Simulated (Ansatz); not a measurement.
# CH4Ge: the cost of one run

Method: the settings change from run to run; program: Ansatz 0.2.0, Gaussian basis.

16 further runs of the same task are left out: 5 that didn't finish, 11 set aside as unsound or not needed.

**1. The system**

The geometry is a PBE0/def2-TZVP stationary point (not a proven minimum) with its atoms shifted at random (size 0.040 Å). No spin-orbit coupling is included. The filled d shell of Ge may be among the frozen orbitals whatever the setting's name suggests; the logs give the count.

6 atoms, charge 0, spin multiplicity 3.

Atoms are counted from 1 here; the program's logs count them from 0.

Bond lengths: Ge1–C2 1.912 Å, Ge1–H3 1.569 Å, Ge1–H4 1.493 Å, Ge1–H5 1.595 Å, C2–H6 1.106 Å. Angles: C2–Ge1–H3 108.0°, C2–Ge1–H4 109.0°, C2–Ge1–H5 105.8°, H3–Ge1–H4 110.8°, H3–Ge1–H5 112.2°, H4–Ge1–H5 111.0°, Ge1–C2–H6 147.2°.

**2. CCSD(T) on UHF/cc-pVDZ**

The input, in.yaml:

```yaml
crystal:
  periodic: [false, false, false]
  atoms:
    - {symbol: Ge, position_ang: [0.001714, 0.012838, 0.275082]}
    - {symbol: C, position_ang: [0.000881, -0.124081, -1.631890]}
    - {symbol: H, position_ang: [0.048846, 1.535722, 0.650906]}
    - {symbol: H, position_ang: [1.197626, -0.701971, 0.812070]}
    - {symbol: H, position_ang: [-1.347875, -0.685791, 0.760581]}
    - {symbol: H, position_ang: [-0.032606, 0.405409, -2.602371]}
basis:
  gaussian: {orbitals: cc-pVDZ, point_charges: [{charge: -0.50, position_ang: [4.452, 0.110, 0.378]}]}
magnetization: {spin_polarized: true, initial_magnetization: 2}
correlation: {method: ccsd_t, electrons: valence}
output: {forces: true}
```

Command:

```console
$ ansatz run in.yaml --threads 1 --pin off --events-out ev --progress --plain --max-ram 2393MiB
```

**Question.** How long does this run take on 1 thread of Intel Xeon Platinum 8259CL at 2.50GHz, shared host, and how much memory does it need?

About 21 s, with a peak of 0.31 GiB.
